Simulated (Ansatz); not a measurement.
# AlGaN2: the cost of one run

Computed with Ansatz 0.2.0 (DFT LDA, scalar-relativistic, plane waves, PAW, unless a step's input says otherwise).

2 further runs of the same task are left out: 2 set aside as unsound or not needed.

### 1 The structure to begin with

Symmetry: P-4m2, No. 115, tetragonal system. The conventional cell has a = 3.141 Å, b = 3.141 Å, c = 4.424 Å, α = 90.00°, β = 90.00°, γ = 90.00°. Al (site symmetry -4m2) has 4 N at 1.89 Å as nearest neighbours. Ga (site symmetry -4m2) is surrounded by 4 N at 1.95 Å. N (site symmetry 2mm) is surrounded by 2 Al at 1.89 Å and 2 Ga at 1.95 Å.

Coordinates:

```
CELL_PARAMETERS angstrom
3.14088 0.00000 0.00000
0.00000 3.14088 0.00000
0.00000 0.00000 4.42384
ATOMIC_POSITIONS crystal
Al 0.50000 0.50000 0.50000
Ga 0.00000 0.00000 0.00000
N 0.50000 0.00000 0.73826
N 0.00000 0.50000 0.26174
```

It goes back to an entry of the Materials Project, which need not be the stable form.

The cell is taken as given, not relaxed at this level.

### 2 The reference cell

The reference gives a free energy of -4971.8729 eV, pressure -4.97 GPa, largest force 0.197 eV/Å and gap on the mesh 2.86 eV. It was computed beforehand with the settings of the runs below.

### 3 Normal modes

input.yaml reads:

```yaml
crystal:
  lattice:
    - [3.1408770487, 0.0, 0.0]
    - [0.0, 3.1408770487, 0.0]
    - [0.0, 0.0, 4.42383794]
  atoms:
    - { symbol: Al, position: [0.5, 0.5, 0.5] }
    - { symbol: Ga, position: [0.0, 0.0, 0.0] }
    - { symbol: "N", position: [0.5, 0.0, 0.73826481] }
    - { symbol: "N", position: [0.0, 0.5, 0.26173519] }
basis:
  ecutwfc: 420
kpoints:
  mp_grid: { grid: [8, 8, 6] }
hamiltonian:
  xc: lda
scf:
  occupations: { method: gaussian, width: 0.05 }
output:
  eigenvalues: true
phonons:
  method: fd
  supercell: [1, 1, 1]
  amplitude: 0.02
  eigenvectors: true
  dielectric: false
```

On the command line:

```bash
> ansatz run input.yaml --threads 2 --pin off --max-ram 5120MiB --backend cpu --events-out ev --progress --plain --runs-dir out
```

Q: Estimate wall time and peak memory on 2 threads of Arm Neoverse V2, shared host.

About 25 s, with a peak of 0.46 GiB.
